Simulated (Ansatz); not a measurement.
**C₂H₄SSi: a ladder of functionals and wavefunction methods**

One table from this session's results is given with a row withheld; the runs are named, their logs left out.

Method: functionals in def2-TZVPP, the program's frozen cores in correlated methods; program: Ansatz 0.2.0, Gaussian basis.

The runs, in order: LDA (SPW92), PBE-D4, revPBE-D4, BLYP-D4, r2SCAN-D4, B97M-V, PBE0-D4, B3LYP-D4, r2SCANh-D4, r2SCAN0-D4, HSE06-D4, BHLYP-D4, CAM-B3LYP-D4, LC-ωPBE, ωB97X-V, ωB97M-V, B2PLYP, PBE-QIDH; CCSD(T)/def2-SVP; CCSD(T)/def2-TZVPP; MP2/def2-QZVPP; extrapolation to the limit; RPA on PBE.

**The relaxed structure**

The geometry comes from an earlier relaxation with PBE0-D4 in a triple-zeta def2 set; it is a stationary point, not always the lowest conformer.

SMILES `S[SiH]1C=C1`, 8 atoms, charge 0, spin multiplicity 1.

Atoms are counted from 1 here; the program's logs count them from 0.

Bond lengths: S1–Si2 2.131 Å, S1–H5 1.343 Å, Si2–C3 1.794 Å, Si2–C4 1.794 Å, Si2–H6 1.480 Å, C3–C4 1.341 Å, C3–H7 1.084 Å, C4–H8 1.084 Å. Angles: Si2–S1–H5 93.3°, S1–Si2–C3 121.8°, S1–Si2–C4 121.8°, S1–Si2–H6 108.8°, C3–Si2–C4 43.9°, C3–Si2–H6 123.6°, C4–Si2–H6 123.6°, Si2–C3–C4 68.1°, Si2–C3–H7 157.3°, C4–C3–H7 134.6°, Si2–C4–C3 68.0°, Si2–C4–H8 157.3°, C3–C4–H8 134.6°.

The first run:

in.yaml reads:

```yaml
crystal:
  periodic: [false, false, false]
  atoms:
    - {symbol: S, position_ang: [-1.231114, 0.956564, -1.658504]}
    - {symbol: Si, position_ang: [-0.140393, 0.470007, 0.105984]}
    - {symbol: C, position_ang: [1.185235, -0.738063, 0.093879]}
    - {symbol: C, position_ang: [0.067572, -1.226012, 0.651366]}
    - {symbol: H, position_ang: [-1.550172, 2.184129, -1.217523]}
    - {symbol: H, position_ang: [-0.185937, 1.626182, 1.028378]}
    - {symbol: H, position_ang: [2.166154, -1.144200, -0.125052]}
    - {symbol: H, position_ang: [-0.219244, -2.185806, 1.065672]}
basis:
  gaussian: {orbitals: def2-TZVPP}
hamiltonian: {xc: lda}
output: {orbitals: {seedname: orbitals}}
```

On the command line:

```sh
$ ansatz run in.yaml --threads 2 --pin off --events-out ev --progress --plain --max-ram 4352MiB
```

Among the steps run: LDA; PBE-D4 (GGA); revPBE-D4 (GGA); BLYP-D4 (GGA); r2SCAN-D4 (meta-GGA); B97M-V (meta-GGA); B3LYP-D4 (hybrid); r2SCANh-D4 (hybrid); r2SCAN0-D4 (hybrid); HSE06-D4 (hybrid); BHLYP-D4 (hybrid); CAM-B3LYP-D4 (range-separated); LC-ωPBE (range-separated); ωB97X-V (range-separated); ωB97M-V (range-separated); B2PLYP (double hybrid); PBE-QIDH (double hybrid).

One of the session's tables, all rows but one given; the rest of the session is left out.

It belongs to the step «Frontier levels by functional». 

| functional | HOMO (eV) | gap (eV) |
| --- | --- | --- |
| LDA (SPW92) | -5.94 | 4.21 |
| PBE-D4 | -5.84 | 4.36 |
| revPBE-D4 | -5.80 | 4.41 |
| BLYP-D4 | -5.69 | 4.39 |
| r2SCAN-D4 | -6.07 | 4.85 |
| B97M-V | -6.16 | 5.04 |
| PBE0-D4 | -7.00 | 6.60 |
| B3LYP-D4 | ? | ? |
| r2SCANh-D4 | -6.50 | 5.67 |
| r2SCAN0-D4 | -7.16 | 6.89 |
| HSE06-D4 | -6.61 | 5.82 |
| BHLYP-D4 | -8.07 | 8.82 |
| CAM-B3LYP-D4 | -8.29 | 9.08 |
| LC-ωPBE | -9.63 | 11.60 |
| ωB97X-V | -9.28 | 11.16 |
| ωB97M-V | -9.12 | 10.85 |

Estimate the missing values for B3LYP-D4.

Worked estimate for «HOMO (eV)». Against the share of exact exchange, BLYP-D4 (0, -5.69), BHLYP-D4 (0.5, -8.07) give a slope of -4.76 per unit share; at 0.2 the line stands at -6.64.

As computed: HOMO (eV): -6.79; gap (eV): 6.17. In «HOMO (eV)» the line misses by +0.15.
